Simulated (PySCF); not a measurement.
**IrOH2: quartet, from a PBE0 minimum start**

Aim: relax IrOH2 as a quartet from a PBE0 minimum start, check by its vibrations whether the end is a minimum, and collect its spectrum and constants.

The runs use PySCF 2.14.0; PBE0, basis Ir def2-TZVP with ECP60, O def2-TZVP, H def2-TZVP, scalar-relativistic core potentials, no spin–orbit coupling, density fitting.

### 1 Starting geometry

4 atoms, charge 0, spin multiplicity 4.

Bond lengths: Ir1–O2 1.762 Å, Ir1–H3 1.601 Å, Ir1–H4 1.601 Å. Angles: O2–Ir1–H3 132.1°, O2–Ir1–H4 132.1°, H3–Ir1–H4 95.8°.

```xyz
4
charge 0 multiplicity 4
Ir    0.0000    0.0000   -0.1233
O     0.0000    0.0000    1.6385
H    -1.1876    0.0000   -1.1972
H     1.1876    0.0000   -1.1972
```

### 2 First SCF at the start

One driver script runs all steps and calls PySCF; scf.py shows how it sets up the SCF of each step. The optimiser is the driver's own. After this first run the driver tries any further starts and a stability analysis.

scf.py

```python
from pyscf import gto, scf, dft
mol = gto.M(atom='''
Ir    -0.000000     0.000000    -0.123310
O      0.000000     0.000000     1.638540
H     -1.187600     0.000000    -1.197250
H      1.187600     0.000000    -1.197250''',
    basis={'Ir': 'def2-TZVP', 'O': 'def2-TZVP', 'H': 'def2-TZVP'},
    ecp={'Ir': 'def2-TZVP'},
    charge=0, spin=3)
mf = dft.UKS(mol, xc='PBE0')
mf.grids.atom_grid = (50, 194)
aux = {'Ir': 'def2-universal-JKFIT', 'O': 'def2-universal-JKFIT', 'H': 'def2-universal-JKFIT'}
mf = mf.density_fit(auxbasis=aux)
mf.conv_tol = 1e-08
mf.diis_space = 10
mf.max_cycle = 60
mf.init_guess = 'minao'
mf.verbose = 4
mf.kernel()
```

Launch:

```bash
OMP_NUM_THREADS=2 python axn.py task.json out
```

What it wrote:

```text
init E= -163.973055064366
[... the frontier-level lines of each cycle are left out ...]
cycle= 1 E= -180.427836881113  delta_E= -16.5  |g|= 0.607  |ddm|= 5.49
cycle= 2 E= -179.229130752051  delta_E=  1.2  |g|= 1.72  |ddm|= 1.33
cycle= 3 E= -180.516682368522  delta_E= -1.29  |g|= 0.486  |ddm|= 1.04
cycle= 4 E= -180.607549475652  delta_E= -0.0909  |g|= 0.135  |ddm|= 0.38
cycle= 5 E= -180.615065307515  delta_E= -0.00752  |g|= 0.0418  |ddm|= 0.0885
cycle= 6 E= -180.615975339376  delta_E= -0.00091  |g|= 0.0173  |ddm|= 0.0304
cycle= 7 E= -180.616328521145  delta_E= -0.000353  |g|= 0.00505  |ddm|= 0.032
cycle= 8 E= -180.616370854606  delta_E= -4.23e-05  |g|= 0.00155  |ddm|= 0.01
cycle= 9 E= -180.616378735489  delta_E= -7.88e-06  |g|= 0.000675  |ddm|= 0.00589
cycle= 10 E= -180.616379445417  delta_E= -7.1e-07  |g|= 0.000235  |ddm|= 0.00158
cycle= 11 E= -180.616379562082  delta_E= -1.17e-07  |g|= 4.36e-05  |ddm|= 0.000752
cycle= 12 E= -180.616379566109  delta_E= -4.03e-09  |g|= 1.12e-05  |ddm|= 0.000124
Extra cycle  E= -180.61637956633  delta_E= -2.21e-10  |g|= 1.71e-05  |ddm|= 2.83e-05
converged SCF energy = -180.61637956633  <S^2> = 3.762432  2S+1 = 4.0062112
```

This step, with its further starts and checks, needed 16 s of wall time on 2 threads of Arm Neoverse N1, shared host.

The starts that the driver tried:

```
                      start  energy (Eh)
    the minimal-basis guess  -180.616380
a thermally smeared density  -180.616380
      a smeared PBE density  -180.616380
```

The test of internal stability and the other starts found no lower solution of this spin.

### 3 Relaxation: PBE0 minimum start, quartet

The program finds C2v symmetry in the start, which this walk keeps. The walk stops when the largest gradient is under 0.0003 Eh/bohr and the energy has settled too.

scf.py: that of step 2 with these lines changed.

```diff
@@ -3,4 +3,4 @@
-Ir    -0.000000     0.000000    -0.123310
-O      0.000000     0.000000     1.638540
-H     -1.187600     0.000000    -1.197250
-H      1.187600     0.000000    -1.197250''',
+Ir     0.000000     0.000000    -0.123314
+O      0.000000     0.000000     1.638536
+H     -1.187600     0.000000    -1.197254
+H      1.187600     0.000000    -1.197254''',
@@ -17 +16,0 @@
-mf.init_guess = 'minao'
```

Steps of the walk:

```
step  energy (Eh)  change (kJ/mol)  largest symmetric gradient (Eh/bohr)
   0  -180.616380             0.00                               0.00003
```

The walk took 2.4 s.

Geometry (Å) and forces (eV/Å) at some steps:

```
step 0
Ir   0.000   0.000  -0.123   0.000   0.000   0.000
O    0.000   0.000   1.639   0.000   0.000  -0.002
H   -1.188   0.000  -1.197  -0.001   0.000   0.001
H    1.188   0.000  -1.197   0.001   0.000   0.001
```

After 0 steps and 0.0 kJ/mol it ends at C2v: Ir–H 1.601 Å (×2), Ir–O 1.762 Å; H–Ir–H 95.8°, H–Ir–O 132.1° (×2).

### 4 Is it a minimum? Harmonic modes

On the finer grid the gradient is checked again; gradients at displacements of ±0.02 bohr then give force constants and infrared intensities.

scf.py: that of step 3 with these lines changed.

```diff
@@ -11 +11 @@
-mf.grids.atom_grid = (50, 194)
+mf.grids.atom_grid = (75, 302)
@@ -14 +14 @@
-mf.conv_tol = 1e-08
+mf.conv_tol = 1e-10
```

The driver hands on the density of the step before, so the log starts near convergence.

Log of the central SCF (cycles and frontier levels):

```text
init E= -180.616344227981
[... the frontier-level lines of each cycle are left out ...]
cycle= 1 E= -180.616344227973  delta_E= 7.79e-12  |g|= 5.15e-06  |ddm|= 5.72e-06
Extra cycle  E= -180.616344227937  delta_E= 3.56e-11  |g|= 1.04e-05  |ddm|= 1e-05
converged SCF energy = -180.616344227937  <S^2> = 3.7624303  2S+1 = 4.0062104
```

The whole step took 71 s.

Geometry: C2v; Ir–H 1.601 Å (×2), Ir–O 1.762 Å; H–Ir–H 95.8°, H–Ir–O 132.1° (×2).

Modes, for the most abundant isotopes:

```json
{"symmetry": "b2", "ω (cm⁻¹)": "251", "IR (km/mol)": "2.2", "type": "bend"}
{"symmetry": "b1", "ω (cm⁻¹)": "656", "IR (km/mol)": "1.9", "type": "bend"}
{"symmetry": "a1", "ω (cm⁻¹)": "752", "IR (km/mol)": "0.6", "type": "bend"}
{"symmetry": "a1", "ω (cm⁻¹)": "827", "IR (km/mol)": "39.3", "type": "stretch"}
{"symmetry": "b2", "ω (cm⁻¹)": "2174", "IR (km/mol)": "46.4", "type": "stretch"}
{"symmetry": "a1", "ω (cm⁻¹)": "2212", "IR (km/mol)": "34.2", "type": "stretch"}
```

Every mode is real; the point is a minimum.

Constants and moments:

| Quantity | Value |
| --- | --- |
| Dipole moment | 1.57 D |
| Highest occupied level | -7.35 eV |
| Lowest empty level | -4.74 eV |
| Rotational constants | 5.93, 0.3457, 0.3266 cm⁻¹ |
| Zero-point energy | 41.1 kJ/mol |
| Principal polarisabilities | 26.3, 36.4, 54.2 bohr³ |
| Atomisation energy without zero-point energy | 977 kJ/mol |
| Principal traceless quadrupole moments about the centre of mass | -5.98, 1.48, 4.50 D Å |
| Entropy at 298.15 K and 1 bar (electronic part: spin only) | 277.4 J/(mol K) |
| Heat capacity Cp at 298.15 K | 50.1 J/(mol K) |
| Enthalpy at 298.15 K above 0 K | 11.97 kJ/mol |
| Rotational symmetry number | 2 |
| Spin squared ⟨S²⟩ | 3.762 |

Charges (e) and bond orders:

| atom | Mulliken | Löwdin | polar tensor | spin (Mulliken) | Mayer order to Ir1 |
| --- | --- | --- | --- | --- | --- |
| Ir1 | 0.53 | 0.49 | 0.50 | 2.12 | – |
| O2 | -0.46 | -0.35 | -0.36 | 0.87 | 1.72 |
| H3,4 | -0.03 | -0.07 | -0.07 | 0.00 | 0.92 |

Outer orbital energies (eV). α occupied: -13.01, -12.72, -11.74, -9.87, -9.75, -9.44, -8.35, -7.35; empty: -2.18, -0.56, 1.36, 2.49. β occupied: -57.14, -25.57, -12.39, -11.84, -10.55, -10.09, -8.89, -8.80; empty: -4.74, -3.62, -3.57, -1.64.

Mulliken populations on Ir1 (outside its core potential): s 2.84, p 6.38, d 7.21, f 0.04.

### 5 Results

```
                                          quantity                                                              value
                                           minimum                                                       quartet, C2v
                                          geometry  Ir–H 1.601 Å (×2), Ir–O 1.762 Å; H–Ir–H 95.8°, H–Ir–O 132.1° (×2)
                                wavenumbers (cm⁻¹)       251 (b2), 656 (b1), 752 (a1), 827 (a1), 2174 (b2), 2212 (a1)
                                     dipole moment                                                             1.57 D
highest occupied, lowest empty level (either spin)                                                    -7.35, -4.74 eV
                        polar-tensor charge of Ir1                                                            +0.50 e
                                 zero-point energy                                                        41.1 kJ/mol
                               entropy at 298.15 K                                                    277.4 J/(mol K)
         atomisation energy (no zero-point energy)                                                         977 kJ/mol
                                              ⟨S²⟩                                                              3.762
```

What this shows: The PBE0 minimum start keeps its C2v symmetry and ends in a minimum. The strongest infrared band lies at 2174 cm⁻¹ (b2, stretch). Most of the spin sits on Ir1 (Mulliken spin 2.12, against 3 for the whole molecule). Only this shape and spin were tried, so other structures or states may lie lower. One determinant may miss the lowest occupation of an open d or f shell. With an element this heavy the missing spin–orbit coupling can shift these numbers.

The search up to here took 90 s.
